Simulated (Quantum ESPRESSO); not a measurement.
Wanted: the native input for a Quantum ESPRESSO 7.5 run.

- Task: phonons and electron-phonon coupling
- Functional: PBEsol
- Potentials or basis: GBRV 1.5 PBEsol
- Cutoff: 612 eV
- Density cutoff: 4898 eV
- k mesh: 6 × 6 × 3
- Occupations: methfessel-paxton, width 0.272 eV
- Spin: no spin polarisation
- Mixing beta: 0.5
- Most SCF iterations: 120
- SCF threshold: 4e-10 Ry
- q mesh: 3 × 3 × 3

NbTe:

```
Te Nb
1.0
     3.70297    0.00000    0.00000
    -1.85149    3.20687    0.00000
     0.00000    0.00000    3.69421
Te Nb
1 1
Direct
  0.66667 0.33333 0.00000
  0.00000 0.00000 0.50000
```

The cell comes from a database or a generator and needn't be the stable form of this composition.

One way to write it, as run:

pw.in

```
&CONTROL
  calculation = 'scf'
  prefix = 'pwscf'
  outdir = './tmp'
  pseudo_dir = './pseudo'
  tprnfor = .true.
  tstress = .true.
  disk_io = 'low'
/
&SYSTEM
  ibrav = 0
  celldm(1) = 8
  nat = 2
  ntyp = 2
  ecutwfc = 45
  ecutrho = 360
  nbnd = 16
  occupations = 'smearing'
  smearing = 'mp'
  degauss = 0.01999163
/
&ELECTRONS
  conv_thr = 4d-10
  electron_maxstep = 120
  mixing_beta = 0.5
/
ATOMIC_SPECIES
Te   127.6000 te_pbesol_v1.uspp.F.UPF
Nb    92.9064 nb_pbesol_v1.uspp.F.UPF
CELL_PARAMETERS alat
  0.8747009296473   0.0000000000000   0.0000000000000
 -0.4373504648236   0.7575132257982   0.0000000000000
  0.0000000000000   0.0000000000000   0.8726308795725
ATOMIC_POSITIONS crystal
Te     0.6666666667    0.3333333333    0.0000000000
Nb     0.0000000000    0.0000000000    0.5000000000
K_POINTS automatic
6 6 3 0 0 0
```

relax.in

```
&CONTROL
  calculation = 'vc-relax'
  prefix = 'pwscf'
  outdir = './tmp'
  pseudo_dir = './pseudo'
  tprnfor = .true.
  tstress = .true.
  disk_io = 'low'
  nstep = 40
  forc_conv_thr = 0.0001
  etot_conv_thr = 1d-06
/
&SYSTEM
  ibrav = 0
  celldm(1) = 8
  nat = 2
  ntyp = 2
  ecutwfc = 45
  ecutrho = 360
  nbnd = 16
  occupations = 'smearing'
  smearing = 'mp'
  degauss = 0.01999163
/
&ELECTRONS
  conv_thr = 4d-10
  electron_maxstep = 120
  mixing_beta = 0.5
/
&IONS
  ion_dynamics = 'bfgs'
/
&CELL
  cell_dynamics = 'bfgs'
  press = 0
  press_conv_thr = 0.2
/
ATOMIC_SPECIES
Te   127.6000 te_pbesol_v1.uspp.F.UPF
Nb    92.9064 nb_pbesol_v1.uspp.F.UPF
CELL_PARAMETERS alat
  0.8747009296529   0.0000000000000   0.0000000000000
 -0.4373504648264   0.7575132257933   0.0000000000000
  0.0000000000000   0.0000000000000   0.8726308795725
ATOMIC_POSITIONS crystal
Te     0.6666666667    0.3333333333    0.0000000000
Nb     0.0000000000    0.0000000000    0.5000000000
K_POINTS automatic
6 6 3 0 0 0
```

scf2.in

```
&CONTROL
  calculation = 'scf'
  prefix = 'pwscf'
  outdir = './tmp'
  pseudo_dir = './pseudo'
  tprnfor = .true.
  tstress = .true.
  disk_io = 'low'
/
&SYSTEM
  ibrav = 0
  celldm(1) = 8
  nat = 2
  ntyp = 2
  ecutwfc = 45
  ecutrho = 360
  nbnd = 16
  occupations = 'smearing'
  smearing = 'mp'
  degauss = 0.01999163
/
&ELECTRONS
  conv_thr = 1d-13
  electron_maxstep = 120
  mixing_beta = 0.5
  startingpot = 'file'
  startingwfc = 'file'
/
ATOMIC_SPECIES
Te   127.6000 te_pbesol_v1.uspp.F.UPF
Nb    92.9064 nb_pbesol_v1.uspp.F.UPF
CELL_PARAMETERS alat
  0.8496664186864   0.0000000000068   0.0000000000000
 -0.4248332093491   0.7358327033215   0.0000000000000
  0.0000000000000   0.0000000000000   0.8856169979671
ATOMIC_POSITIONS crystal
Te     0.6666666667    0.3333333333    0.0000000000
Nb     0.0000000000    0.0000000000    0.5000000000
K_POINTS automatic
6 6 3 0 0 0
```

dense.in

```
&CONTROL
  calculation = 'scf'
  prefix = 'pwscf'
  outdir = './tmp'
  pseudo_dir = './pseudo'
  tprnfor = .true.
  tstress = .true.
  disk_io = 'low'
/
&SYSTEM
  ibrav = 0
  celldm(1) = 8
  nat = 2
  ntyp = 2
  ecutwfc = 45
  ecutrho = 360
  nbnd = 16
  occupations = 'smearing'
  smearing = 'mp'
  degauss = 0.01999163
  la2F = .true.
/
&ELECTRONS
  conv_thr = 1d-12
  electron_maxstep = 120
  mixing_beta = 0.5
  startingpot = 'file'
/
ATOMIC_SPECIES
Te   127.6000 te_pbesol_v1.uspp.F.UPF
Nb    92.9064 nb_pbesol_v1.uspp.F.UPF
CELL_PARAMETERS alat
  0.8496664186864   0.0000000000068   0.0000000000000
 -0.4248332093491   0.7358327033215   0.0000000000000
  0.0000000000000   0.0000000000000   0.8856169979671
ATOMIC_POSITIONS crystal
Te     0.6666666667    0.3333333333    0.0000000000
Nb     0.0000000000    0.0000000000    0.5000000000
K_POINTS automatic
24 24 12 0 0 0
```

scf3.in

```
&CONTROL
  calculation = 'scf'
  prefix = 'pwscf'
  outdir = './tmp'
  pseudo_dir = './pseudo'
  tprnfor = .true.
  tstress = .true.
  disk_io = 'low'
/
&SYSTEM
  ibrav = 0
  celldm(1) = 8
  nat = 2
  ntyp = 2
  ecutwfc = 45
  ecutrho = 360
  nbnd = 16
  occupations = 'smearing'
  smearing = 'mp'
  degauss = 0.01999163
/
&ELECTRONS
  conv_thr = 1d-12
  electron_maxstep = 120
  mixing_beta = 0.5
  startingpot = 'file'
/
ATOMIC_SPECIES
Te   127.6000 te_pbesol_v1.uspp.F.UPF
Nb    92.9064 nb_pbesol_v1.uspp.F.UPF
CELL_PARAMETERS alat
  0.8496664186864   0.0000000000068   0.0000000000000
 -0.4248332093491   0.7358327033215   0.0000000000000
  0.0000000000000   0.0000000000000   0.8856169979671
ATOMIC_POSITIONS crystal
Te     0.6666666667    0.3333333333    0.0000000000
Nb     0.0000000000    0.0000000000    0.5000000000
K_POINTS automatic
6 6 3 0 0 0
```

ph.in

```
phonon_bands of NbTe
&INPUTPH
  prefix = 'pwscf'
  outdir = './tmp'
  tr2_ph = 1d-18
  fildyn = 'dyn'
  niter_ph = 90
  alpha_mix(1) = 0.4
  ldisp = .true.
  nq1 = 3
  nq2 = 3
  nq3 = 3
  electron_phonon = 'interpolated'
  el_ph_sigma = 0.005
  el_ph_nsigma = 10
  fildvscf = 'dvscf'
/
```

q2r.in

```
&INPUT
  fildyn = 'dyn'
  zasr = 'crystal'
  flfrc = 'fc'
  la2F = .true.
/
```

matdyn.in

```
&INPUT
  asr = 'crystal'
  flfrc = 'fc'
  flfrq = 'freq'
  q_in_cryst_coord = .true.
  flvec = ' '
/
80
 0.0000000000  0.0000000000  0.0000000000
 0.0555555556  0.0000000000  0.0000000000
 0.1111111111  0.0000000000  0.0000000000
 0.1666666667  0.0000000000  0.0000000000
 0.2222222222  0.0000000000  0.0000000000
 0.2777777778  0.0000000000  0.0000000000
 0.3333333333  0.0000000000  0.0000000000
 0.3888888889  0.0000000000  0.0000000000
 0.4444444444  0.0000000000  0.0000000000
 0.5000000000  0.0000000000  0.0000000000
 0.4666666667  0.0666666667  0.0000000000
 0.4333333333  0.1333333333  0.0000000000
 0.4000000000  0.2000000000  0.0000000000
 0.3666666667  0.2666666667  0.0000000000
 0.3333333333  0.3333333333  0.0000000000
 0.3030303030  0.3030303030  0.0000000000
 0.2727272727  0.2727272727  0.0000000000
 0.2424242424  0.2424242424  0.0000000000
 0.2121212121  0.2121212121  0.0000000000
 0.1818181818  0.1818181818  0.0000000000
 0.1515151515  0.1515151515  0.0000000000
 0.1212121212  0.1212121212  0.0000000000
 0.0909090909  0.0909090909  0.0000000000
 0.0606060606  0.0606060606  0.0000000000
 0.0303030303  0.0303030303  0.0000000000
 0.0000000000  0.0000000000  0.0000000000
 0.0000000000  0.0000000000  0.0625000000
 0.0000000000  0.0000000000  0.1250000000
 0.0000000000  0.0000000000  0.1875000000
 0.0000000000  0.0000000000  0.2500000000
 0.0000000000  0.0000000000  0.3125000000
 0.0000000000  0.0000000000  0.3750000000
 0.0000000000  0.0000000000  0.4375000000
 0.0000000000  0.0000000000  0.5000000000
 0.0500000000  0.0000000000  0.5000000000
 0.1000000000  0.0000000000  0.5000000000
 0.1500000000  0.0000000000  0.5000000000
 0.2000000000  0.0000000000  0.5000000000
 0.2500000000  0.0000000000  0.5000000000
 0.3000000000  0.0000000000  0.5000000000
 0.3500000000  0.0000000000  0.5000000000
 0.4000000000  0.0000000000  0.5000000000
 0.4500000000  0.0000000000  0.5000000000
 0.5000000000  0.0000000000  0.5000000000
 0.4666666667  0.0666666667  0.5000000000
 0.4333333333  0.1333333333  0.5000000000
 0.4000000000  0.2000000000  0.5000000000
 0.3666666667  0.2666666667  0.5000000000
 0.3333333333  0.3333333333  0.5000000000
 0.3055555556  0.3055555556  0.5000000000
 0.2777777778  0.2777777778  0.5000000000
 0.2500000000  0.2500000000  0.5000000000
 0.2222222222  0.2222222222  0.5000000000
 0.1944444444  0.1944444444  0.5000000000
 0.1666666667  0.1666666667  0.5000000000
 0.1388888889  0.1388888889  0.5000000000
 0.1111111111  0.1111111111  0.5000000000
 0.0833333333  0.0833333333  0.5000000000
 0.0555555556  0.0555555556  0.5000000000
 0.0277777778  0.0277777778  0.5000000000
 0.0000000000  0.0000000000  0.5000000000
 0.5000000000  0.0000000000  0.5000000000
 0.5000000000  0.0000000000  0.4375000000
 0.5000000000  0.0000000000  0.3750000000
 0.5000000000  0.0000000000  0.3125000000
 0.5000000000  0.0000000000  0.2500000000
 0.5000000000  0.0000000000  0.1875000000
 0.5000000000  0.0000000000  0.1250000000
 0.5000000000  0.0000000000  0.0625000000
 0.5000000000  0.0000000000  0.0000000000
 0.3333333333  0.3333333333  0.0000000000
 0.3333333333  0.3333333333  0.0555555556
 0.3333333333  0.3333333333  0.1111111111
 0.3333333333  0.3333333333  0.1666666667
 0.3333333333  0.3333333333  0.2222222222
 0.3333333333  0.3333333333  0.2777777778
 0.3333333333  0.3333333333  0.3333333333
 0.3333333333  0.3333333333  0.3888888889
 0.3333333333  0.3333333333  0.4444444444
 0.3333333333  0.3333333333  0.5000000000
```

matdyn_dos.in

```
&INPUT
  asr = 'crystal'
  flfrc = 'fc'
  dos = .true.
  fldos = 'phdos'
  nk1 = 9
  nk2 = 9
  nk3 = 8
  deltaE = 1
  flvec = ' '
  flfrq = ' '
/
```

matdyn_a2f.in

```
&INPUT
  asr = 'crystal'
  flfrc = 'fc'
  la2F = .true.
  dos = .true.
  fldos = 'dos2'
  nk1 = 8
  nk2 = 8
  nk3 = 6
  ndos = 60
  el_ph_nsigma = 10
  flfrq = 'dosfreq2'
  flvec = ' '
/
```

matdyn_mesh.in

```
&INPUT
  asr = 'crystal'
  flfrc = 'fc'
  flfrq = 'mesh'
  q_in_cryst_coord = .true.
  flvec = ' '
/
320
 0.06250000  0.06250000  0.10000000
 0.06250000  0.06250000  0.30000000
 0.06250000  0.06250000  0.50000000
[... 317 further points of the even 8 x 8 x 5 mesh, shifted by half a step ...]
```

Potentials or basis: GBRV 1.5 PBEsol.

The run is started by

```sh
$ OMP_NUM_THREADS=1 pw.x -in pw.in > pw.out
$ OMP_NUM_THREADS=1 pw.x -in relax.in > relax.out
$ OMP_NUM_THREADS=1 pw.x -in scf2.in > scf2.out
$ OMP_NUM_THREADS=1 pw.x -in dense.in > dense.out
$ OMP_NUM_THREADS=1 pw.x -in scf3.in > scf3.out
$ OMP_NUM_THREADS=1 ph.x -in ph.in > ph.out
$ OMP_NUM_THREADS=1 q2r.x -in q2r.in > q2r.out
$ OMP_NUM_THREADS=1 matdyn.x -in matdyn.in > matdyn.out
$ OMP_NUM_THREADS=1 matdyn.x -in matdyn_dos.in > matdyn_dos.out
$ OMP_NUM_THREADS=1 matdyn.x -in matdyn_a2f.in > matdyn_a2f.out
$ OMP_NUM_THREADS=1 matdyn.x -in matdyn_mesh.in > matdyn_mesh.out
```

It gave:

```json
{"Relaxed volume": "21.00 Å³/atom", "Relaxed cell": "a = 3.597 Å, b = 3.597 Å, c = 3.749 Å, α = 90.00°, β = 90.00°, γ = 120.00°", "Space group after relaxing (to 0.05 Å)": "P-6m2 (No. 187)", "Pressure after relaxing": "0.0 GPa", "Band gap on the k mesh": "none (metal or under the smearing width)", "Highest phonon frequency": "249 cm⁻¹", "Zero-point energy": "0.030 eV/atom"}
```

Caveat: the k mesh is coarse (spacing up to 0.57 Å⁻¹), so the values aren't converged; the mesh is thin for the phonons of a metal; λ from interpolated matrix elements is rough: modes that symmetry makes equal can differ by tens of percent.

Run time: 29 min on 1 thread of Arm Neoverse V2, with other jobs on the host, peak memory 0.3 GiB.
